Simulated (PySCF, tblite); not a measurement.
**C5H9GeS radical: geometry, infrared bands and EPR parameters**

Aim: predict the infrared bands and EPR parameters of C5H9GeS radical (`[C]#CC[CH2][GeH2][S]C`).

Computed with tblite 0.8.0 and PySCF 2.14.0, with density-fitted response routines of our own, on a single molecule in the gas phase. Atoms count from 0, in the outputs and in this text.

### 1 The molecule as given

16 atoms, charge 0, multiplicity 2; geometry from: force field or distance geometry start.

Bonds of the start (Å): C0–C1 1.21, C1–C2 1.47, C2–C3 1.53, C3–Ge4 1.94, Ge4–S5 2.22, S5–C6 1.82, C2–H7 1.11, C2–H8 1.11, C3–H9 1.12, C3–H10 1.11, Ge4–H11 1.55, Ge4–H12 1.54, C6–H13 1.11, C6–H14 1.10, C6–H15 1.12.

### 2 Optimising the geometry with GFN2-xTB

Job settings and geometry (Å):

```
{"job": {"kind": "relax", "xc": "GFN2-xTB", "basis": "xTB"}, "charge": 0, "multiplicity": 2}
C     -3.377200    -1.419500     1.618800
C     -2.599100    -0.671800     1.081800
C     -1.621900     0.221600     0.453100
C     -0.913900    -0.481300    -0.700500
Ge     0.348800     0.715500    -1.553900
S      1.782600     1.549100    -0.080300
C      2.567400    -0.054700     0.257100
H     -0.888200     0.564200     1.214800
H     -2.170100     1.108300     0.060700
H     -0.362600    -1.371300    -0.301000
H     -1.651400    -0.833800    -1.452900
H     -0.440100     1.880200    -2.210600
H      1.117900    -0.051100    -2.652100
H      1.834100    -0.750800     0.714800
H      2.964400    -0.487000    -0.674900
H      3.401600     0.091500     0.985100
```

On the command line:

```console
$ OMP_NUM_THREADS=1 python probes_run.py task.json out
```

The driver reads the jobs from task.json and runs them one after another.

**Question.** This job is followed by: GFN2-xTB harmonic vibrations, gas phase; UKS B3LYP, def2-TZVP-core on Ge, pcH-1 on C H S, non-relativistic, mean-field spin-orbit, GIAO. What will the session give for the following? strongest single infrared mode (GFN2-xTB); zero-point energy (GFN2-xTB); g(iso) (B3LYP); ⟨S²⟩; largest a(iso) (averaged by class); surface potential, 1st and 99th percentile.

The runs gave:

| quantity | value |
| --- | --- |
| strongest single infrared mode (GFN2-xTB) | 1976 cm⁻¹, 414 km/mol |
| zero-point energy (GFN2-xTB) | 71.2 kcal/mol |
| g(iso) (B3LYP) | 2.00292 |
| ⟨S²⟩ | 0.766 (exact 0.75) |
| largest a(iso) (averaged by class) | 13C on C0, 974.9 MHz |
| surface potential, 1st and 99th percentile | -0.84 V and 1.16 V |

Over 50 steps the energy fell by 0.144 eV; of the close pairs, C3–Ge4 changed most, 1.938 to 2.003 Å. No mode is imaginary among the 42: a minimum at this level. The strongest single mode, at 1976 cm⁻¹, moves mainly H11. GFN2-xTB is a fitted tight-binding method: band positions and strengths are rough. Its intensities can rank the bands wrongly. C0 carries the largest spin population, 1.12 e. The isotropic g lies 0.6 ppt above the free-electron value. The hyperfine terms hold no scalar relativity, which the heavier nuclei need.
